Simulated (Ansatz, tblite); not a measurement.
# The cluster Ge₃O₂: removing and adding an electron

What does removing or adding an electron cost or gain for the cluster Ge₃O₂? Each charged state is run at several levels.

The runs use Ansatz 0.2.0, Gaussian basis; as each input shows.

Levels to be run: charge +1 doublet, at the geometry of the singlet (PBE0-D4/def2-TZVP, PBE-D4/def2-TZVP, r2SCAN-D4/def2-TZVP, CCSD(T)/def2-SVP); charge -1 doublet, at the geometry of the singlet (PBE0-D4/def2-TZVPD, PBE-D4/def2-TZVPD, r2SCAN-D4/def2-TZVPD); the starting singlet's energies come from earlier runs.

2 further runs of the same task are left out: 2 set aside as unsound or not needed. Runs told in other sessions of the task aren't counted.

## 1. The structure

The singlet was relaxed beforehand with B3LYP-D4/def2-SVP. At that level it is the lowest of the isomers that a small search found.

5 atoms, charge 0, spin multiplicity 1.

Atoms are counted from 1 here; the program's logs count them from 0.

Bond lengths: Ge1–O4 1.925 Å, Ge1–O5 1.926 Å, Ge2–O4 2.188 Å, Ge2–O5 2.187 Å, Ge3–O4 1.925 Å, Ge3–O5 1.926 Å. Angles: O4–Ge1–O5 76.5°, O4–Ge2–O5 66.1°, O4–Ge3–O5 76.5°, Ge1–O4–Ge2 75.8°, Ge1–O4–Ge3 102.0°, Ge2–O4–Ge3 75.8°, Ge1–O5–Ge2 75.8°, Ge1–O5–Ge3 102.0°, Ge2–O5–Ge3 75.8°.

## 2. Charge +1 doublet at the fixed geometry, PBE0-D4/def2-TZVP

The input, in.yaml:

```yaml
crystal:
  periodic: [false, false, false]
  atoms:
    - {symbol: Ge, position_ang: [1.452440, 0.276146, 0.547348]}
    - {symbol: Ge, position_ang: [-0.170747, 0.768453, -1.338063]}
    - {symbol: Ge, position_ang: [-1.343555, -0.766004, 0.305561]}
    - {symbol: O, position_ang: [0.436339, -1.088666, -0.353941]}
    - {symbol: O, position_ang: [-0.374478, 0.810081, 0.839085]}
basis:
  gaussian: {orbitals: def2-TZVP}
total_charge: 1
magnetization: {spin_polarized: true, initial_magnetization: 1}
hamiltonian: {xc: pbe0, dispersion: d4}
scf: {omitted_lower_state_checks: [starts]}
output: {orbitals: {seedname: orbitals}}
```

The run is started by

```console
> ansatz run in.yaml --threads 4 --pin off --events-out ev --progress --plain --max-ram 4787MiB
```

What it wrote:

```text
Functional definition: PBE0
  name "PBE0"
  cite "Adamo & Barone, J. Chem. Phys. 110, 6158 (1999) doi:10.1063/1.478522"
  cite "Perdew, Burke & Ernzerhof, Phys. Rev. Lett. 77, 3865 (1996) doi:10.1103/PhysRevLett.77.3865"
  parent pbe
  parameter a = 0.25
  parameter kappa = 0.804
  parameter beta = 0.06672455060314922
  exchange = (1 - a)*pbe_x(kappa = kappa, mu = beta*pi^2/3) + a*exact_x
  correlation = pbe_c(beta = beta)
these checks for a lower state are left out or cut short: starts
1505 factors; their error is unknown
mean field evaluation 1: about -173585.0753 eV, gradient 9.4e1 eV
mean field evaluation 2: about -173290.1247 eV, gradient 2.1e2 eV
mean field evaluation 4: about -173615.8984 eV, gradient 2.0e1 eV
mean field evaluation 8: about -173617.9140 eV, gradient 3.0e-1 eV
mean field evaluation 16: about -173618.7319 eV, gradient 8.9e-4 eV
mean field -173618.73194199 eV, -6380.3707158648 hartree, gradient 4.1e-5 eV, S^2 0.757749; 0 other end points of the search recorded, 0 dependent functions left out
reference -173618.73196716 eV, -6380.3707167900 hartree; 56, 55 occupied and 150, 151 virtual orbitals, 1505 factors
Total energy: -173618.91591861 eV, -6380.3774768810 hartree
Checks for a lower state left out: starts
```

Wall time 9 s (4 threads of Arm Neoverse V2, shared host); peak memory 1.1 GiB.

From the report: HOMO -12.35 eV, LUMO -9.70 eV (over both spins); ⟨S²⟩ 0.758 (pure: 0.75).

## 3. Charge +1 doublet at the fixed geometry, PBE-D4/def2-TZVP

start.molden holds the orbitals of an earlier run on this state, given as this run's starting guess.

Changes to in.yaml since step 2:

```diff
@@ -9,6 +9,6 @@
 basis:
-  gaussian: {orbitals: def2-TZVP}
+  gaussian: {orbitals: def2-TZVP, initial_orbitals: start.molden}
 total_charge: 1
 magnetization: {spin_polarized: true, initial_magnetization: 1}
-hamiltonian: {xc: pbe0, dispersion: d4}
+hamiltonian: {xc: pbe, dispersion: d4}
 scf: {omitted_lower_state_checks: [starts]}
```

Launched as before.

What it wrote:

```text
Functional definition: PBE
  name "PBE"
  cite "Perdew, Burke & Ernzerhof, Phys. Rev. Lett. 77, 3865 (1996) doi:10.1103/PhysRevLett.77.3865"
  parent pbe
  parameter kappa = 0.804
  parameter beta = 0.06672455060314922
  exchange = pbe_x(kappa = kappa, mu = beta*pi^2/3)
  correlation = pbe_c(beta = beta)
these checks for a lower state are left out or cut short: starts
1376 factors; their error is unknown
mean field evaluation 1: about -173615.1340 eV, gradient 1.1e1 eV
mean field evaluation 2: about -173615.3460 eV, gradient 2.5e-1 eV
mean field evaluation 4: about -173615.3119 eV, gradient 8.8e-2 eV
mean field evaluation 8: about -173615.3120 eV, gradient 1.6e-5 eV
mean field -173615.31195001 eV, -6380.2450334779 hartree, gradient 1.6e-5 eV, S^2 0.753920; 0 other end points of the search recorded, 0 dependent functions left out
reference -173615.31198364 eV, -6380.2450347137 hartree; 56, 55 occupied and 150, 151 virtual orbitals, 1376 factors
Total energy: -173615.53210273 eV, -6380.2531239411 hartree
Checks for a lower state left out: starts
```

Run time: 4.6 s. Hardware: 4 threads of Arm Neoverse V2, shared host.

HOMO -11.43 eV, LUMO -10.51 eV (over both spins); ⟨S²⟩ 0.754 (pure: 0.75).

## 4. Charge +1 doublet at the fixed geometry, r2SCAN-D4/def2-TZVP

Changes to in.yaml since step 3:

```diff
@@ -12,3 +12,3 @@
 magnetization: {spin_polarized: true, initial_magnetization: 1}
-hamiltonian: {xc: pbe, dispersion: d4}
+hamiltonian: {xc: r2scan, dispersion: d4}
 scf: {omitted_lower_state_checks: [starts]}
```

The command is unchanged.

What it wrote:

```text
Functional definition: r2SCAN
  name "r2SCAN"
  cite "Furness, Kaplan, Ning, Perdew & Sun, J. Phys. Chem. Lett. 11, 8208 (2020) doi:10.1021/acs.jpclett.0c02405"
  cite "Furness, Kaplan, Ning, Perdew & Sun, J. Phys. Chem. Lett. 11, 9248 (2020) doi:10.1021/acs.jpclett.0c03077"
  parent r2scan
  parameter k0 = 0.174
  parameter k1 = 0.065
  parameter a1 = 4.9479
  exchange = r2scan_x(k0 = k0, k1 = k1, a1 = a1)
  correlation = r2scan_c
these checks for a lower state are left out or cut short: starts
1376 factors; their error is unknown
mean field evaluation 1: about -173641.7727 eV, gradient 7.1e0 eV
mean field evaluation 2: about -173641.8534 eV, gradient 1.2e-1 eV
mean field evaluation 4: about -173641.8282 eV, gradient 5.3e-4 eV
mean field -173641.82818517 eV, -6381.2194871464 hartree, gradient 2.6e-5 eV, S^2 0.760668; 0 other end points of the search recorded, 0 dependent functions left out
reference -173641.82819658 eV, -6381.2194875660 hartree; 56, 55 occupied and 150, 151 virtual orbitals, 1376 factors
Total energy: -173641.86937756 eV, -6381.2210009389 hartree
Checks for a lower state left out: starts
```

It took 11 s on 4 threads of Arm Neoverse V2, shared host.

From the report: HOMO -11.84 eV, LUMO -10.36 eV (over both spins); ⟨S²⟩ 0.761 (pure: 0.75).

## 5. Charge +1 doublet at the fixed geometry, CCSD(T)/def2-SVP

Changes to in.yaml since step 4:

```diff
@@ -9,7 +9,7 @@
 basis:
-  gaussian: {orbitals: def2-TZVP, initial_orbitals: start.molden}
+  gaussian: {orbitals: def2-SVP, initial_orbitals: start.molden}
 total_charge: 1
 magnetization: {spin_polarized: true, initial_magnetization: 1}
-hamiltonian: {xc: r2scan, dispersion: d4}
-scf: {omitted_lower_state_checks: [starts]}
+correlation: {method: ccsd_t}
+scf: {omitted_lower_state_checks: [starts, cluster_reference]}
 output: {orbitals: {seedname: orbitals}}
```

Launched as before.

What it wrote (excerpt; [...] marks lines left out):

```text
Functional definition: HF
  name "HF"
  cite "Fock, Z. Phys. 61, 126 (1930) doi:10.1007/BF01340294"
  parent pbe
[...]
1200 factors; integrals over basis functions are off by at most 3.2e-4 eV
[...]
mean field -173464.00826117 eV, -6374.6847254702 hartree, gradient 3.0e-6 eV, S^2 0.808327; 0 other end points of the search recorded, 0 dependent functions left out
29 core orbitals not correlated: weight in the atoms' cores, before any rotation towards them, 1.000 or more for the frozen orbitals, at most 0.000 for the correlated occupied ones
reference -173464.00826117 eV, -6374.6847254702 hartree; 27, 26 occupied and 68, 69 virtual orbitals, 1200 factors
second order -26.96060692 eV of doubles, -0.00000000 eV of singles
cycle   1  -25.16255336 eV  change     1.8e0 eV  update   1.9e-1
[...]
cycle  13  -26.52484099 eV  change    2.9e-5 eV  update   4.3e-5
perturbative correction -1.09596438 eV, -0.0402759480 hartree
Total energy: -173491.62906653 eV, -6375.6997713453 hartree
Checks for a lower state left out: starts, cluster_reference
```

Run time: 60 s. Hardware: 4 threads of Arm Neoverse V2, shared host; peak memory 1.6 GiB.

Hartree-Fock HOMO -14.61 eV, LUMO -6.33 eV (over both spins); ⟨S²⟩ 0.808 (pure: 0.75); T1 0.021.

## 6. Vertical ionisation energy

Charged state less starting state, singlet to doublet; the starting state's energies are those of its earlier runs.

```
             method  vertical ionisation energy (eV)  from CCSD(T)/def2-SVP (eV)   time
        HF/def2-SVP                             6.95                       -0.83       
   PBE-D4/def2-TZVP                             7.87                       +0.09  7.1 s
r2SCAN-D4/def2-TZVP                             7.94                       +0.16   17 s
  PBE0-D4/def2-TZVP                             7.87                       +0.09   14 s
       MP2/def2-SVP                             7.89                       +0.11       
      CCSD/def2-SVP                             7.70                       -0.08       
   CCSD(T)/def2-SVP                             7.78                           0   74 s
```

Times add the two runs; a level without a time comes out of a correlated run.

Beside −ε(HOMO) of the starting state:

| level | −ε(HOMO) (eV) | by difference (eV) | mismatch (eV) |
| --- | --- | --- | --- |
| PBE-D4/def2-TZVP | 5.19 | 7.87 | -2.68 |
| r2SCAN-D4/def2-TZVP | 5.45 | 7.94 | -2.50 |
| PBE0-D4/def2-TZVP | 6.00 | 7.87 | -1.87 |

## 7. Charge -1 doublet at the fixed geometry, PBE0-D4/def2-TZVPD

Changes to in.yaml since step 5:

```diff
@@ -9,7 +9,7 @@
 basis:
-  gaussian: {orbitals: def2-SVP, initial_orbitals: start.molden}
-total_charge: 1
+  gaussian: {orbitals: def2-TZVPD}
+total_charge: -1
 magnetization: {spin_polarized: true, initial_magnetization: 1}
-correlation: {method: ccsd_t}
-scf: {omitted_lower_state_checks: [starts, cluster_reference]}
+hamiltonian: {xc: pbe0, dispersion: d4}
+scf: {omitted_lower_state_checks: [starts]}
 output: {orbitals: {seedname: orbitals}}
```

Same command.

What it wrote (excerpt; [...] marks lines left out):

```text
Functional definition: PBE0
  name "PBE0"
  cite "Adamo & Barone, J. Chem. Phys. 110, 6158 (1999) doi:10.1063/1.478522"
  cite "Perdew, Burke & Ernzerhof, Phys. Rev. Lett. 77, 3865 (1996) doi:10.1103/PhysRevLett.77.3865"
  parent pbe
[...]
1646 factors; their error is unknown
[...]
mean field -173627.25811585 eV, -6380.6840469748 hartree, gradient 5.8e-6 eV, S^2 0.776441; 0 other end points of the search recorded, 0 dependent functions left out
reference -173627.25814451 eV, -6380.6840480284 hartree; 57, 56 occupied and 185, 186 virtual orbitals, 1646 factors
Total energy: -173627.46113417 eV, -6380.6915077607 hartree
Checks for a lower state left out: starts
```

It took 76 s on 4 threads of Arm Neoverse V2, shared host; peak memory 1.4 GiB.

Report: HOMO 0.96 eV, LUMO 2.35 eV (over both spins); ⟨S²⟩ 0.776 (pure: 0.75). Doubts: highest occupied level lies above zero.

## 8. Charge -1 doublet at the fixed geometry, PBE-D4/def2-TZVPD

Changes to in.yaml since step 7:

```diff
@@ -9,6 +9,6 @@
 basis:
-  gaussian: {orbitals: def2-TZVPD}
+  gaussian: {orbitals: def2-TZVPD, initial_orbitals: start.molden}
 total_charge: -1
 magnetization: {spin_polarized: true, initial_magnetization: 1}
-hamiltonian: {xc: pbe0, dispersion: d4}
+hamiltonian: {xc: pbe, dispersion: d4}
 scf: {omitted_lower_state_checks: [starts]}
```

Same command.

What it wrote:

```text
Functional definition: PBE
  name "PBE"
  cite "Perdew, Burke & Ernzerhof, Phys. Rev. Lett. 77, 3865 (1996) doi:10.1103/PhysRevLett.77.3865"
  parent pbe
  parameter kappa = 0.804
  parameter beta = 0.06672455060314922
  exchange = pbe_x(kappa = kappa, mu = beta*pi^2/3)
  correlation = pbe_c(beta = beta)
these checks for a lower state are left out or cut short: starts
1487 factors; their error is unknown
mean field evaluation 1: about -173623.5540 eV, gradient 1.1e1 eV
mean field evaluation 2: about -173623.7779 eV, gradient 2.8e-1 eV
mean field evaluation 4: about -173623.8588 eV, gradient 3.7e-1 eV
mean field evaluation 8: about -173623.9180 eV, gradient 2.3e-1 eV
mean field evaluation 16: about -173623.9187 eV, gradient 2.1e-5 eV
mean field -173623.91869871 eV, -6380.5613256585 hartree, gradient 3.8e-6 eV, S^2 0.752251; 0 other end points of the search recorded, 0 dependent functions left out
reference -173623.91873517 eV, -6380.5613269986 hartree; 57, 56 occupied and 185, 186 virtual orbitals, 1487 factors
Total energy: -173624.16172345 eV, -6380.5702566531 hartree
Checks for a lower state left out: starts
```

Run time: 17 s. Hardware: 4 threads of Arm Neoverse V2, shared host; peak memory 0.91 GiB.

HOMO 1.47 eV, LUMO 1.68 eV (over both spins); ⟨S²⟩ 0.752 (pure: 0.75). Doubts: highest occupied level lies above zero.

## 9. Charge -1 doublet at the fixed geometry, r2SCAN-D4/def2-TZVPD

Changes to in.yaml since step 8:

```diff
@@ -12,3 +12,3 @@
 magnetization: {spin_polarized: true, initial_magnetization: 1}
-hamiltonian: {xc: pbe, dispersion: d4}
+hamiltonian: {xc: r2scan, dispersion: d4}
 scf: {omitted_lower_state_checks: [starts]}
```

The command is unchanged.

What it wrote (excerpt; [...] marks lines left out):

```text
Functional definition: r2SCAN
  name "r2SCAN"
  cite "Furness, Kaplan, Ning, Perdew & Sun, J. Phys. Chem. Lett. 11, 8208 (2020) doi:10.1021/acs.jpclett.0c02405"
  cite "Furness, Kaplan, Ning, Perdew & Sun, J. Phys. Chem. Lett. 11, 9248 (2020) doi:10.1021/acs.jpclett.0c03077"
  parent r2scan
[...]
1487 factors; their error is unknown
[...]
mean field -173650.52665807 eV, -6381.5391501297 hartree, gradient 5.8e-6 eV, S^2 0.756662; 0 other end points of the search recorded, 0 dependent functions left out
reference -173650.52667814 eV, -6381.5391508672 hartree; 57, 56 occupied and 185, 186 virtual orbitals, 1487 factors
Total energy: -173650.57226213 eV, -6381.5408260477 hartree
Checks for a lower state left out: starts
```

Run time: 45 s. Hardware: 4 threads of Arm Neoverse V2, shared host; peak memory 0.98 GiB.

HOMO 1.34 eV, LUMO 1.71 eV (over both spins); ⟨S²⟩ 0.757 (pure: 0.75). Doubts: highest occupied level lies above zero.

## 10. Vertical electron affinity

Starting state less charged state (positive: the electron is bound), singlet to doublet; the starting state's energies are those of its earlier runs.

| level | vertical electron affinity (eV) | time |
| --- | --- | --- |
| PBE-D4/def2-TZVPD | +0.67 | 20 s |
| r2SCAN-D4/def2-TZVPD | +0.69 | 52 s |
| PBE0-D4/def2-TZVPD | +0.60 | 82 s |

Times add the two runs; a level without a time comes out of a correlated run.

Beside −ε(LUMO) of the starting state:

```
               level  −ε(LUMO) (eV)  by difference (eV)  mismatch (eV)
   PBE-D4/def2-TZVPD           2.88                0.67          +2.20
r2SCAN-D4/def2-TZVPD           2.82                0.69          +2.13
  PBE0-D4/def2-TZVPD           2.17                0.60          +1.57
```

## 11. Results

| quantity | value |
| --- | --- |
| vertical ionisation energy, functionals in def2-TZVP | 7.87 (PBE-D4) to 7.94 eV (r2SCAN-D4) |
| vertical ionisation energy, CCSD(T)/def2-SVP | 7.78 eV |
| vertical electron affinity, functionals in def2-TZVPD | 0.60 (PBE0-D4) to 0.69 eV (r2SCAN-D4) |

**Reading.** The vertical ionisation energy spans 7.87 to 7.94 eV over the functionals, beside 7.78 eV from CCSD(T)/def2-SVP. −ε(HOMO) misses the level's own difference by -1.87 eV at best (PBE0-D4) and -2.68 eV at worst (PBE-D4). The yardstick is in a double-zeta basis, so levels in larger sets aren't compared like for like. The reference is CCSD(T) in one finite basis, so it carries an error of its own, often a tenth of an eV or more, and near misses can't be ranked. The vertical electron affinity spans 0.60 to 0.69 eV over the functionals. The anion's highest level lies above zero where self-interaction lifts it, so diffuse functions weigh on these values. −ε(LUMO) misses the level's own difference by +1.57 eV at best (PBE0-D4) and +2.20 eV at worst (PBE-D4).

The anion's highest level is positive in at least one run, so there the basis alone may hold the extra electron.
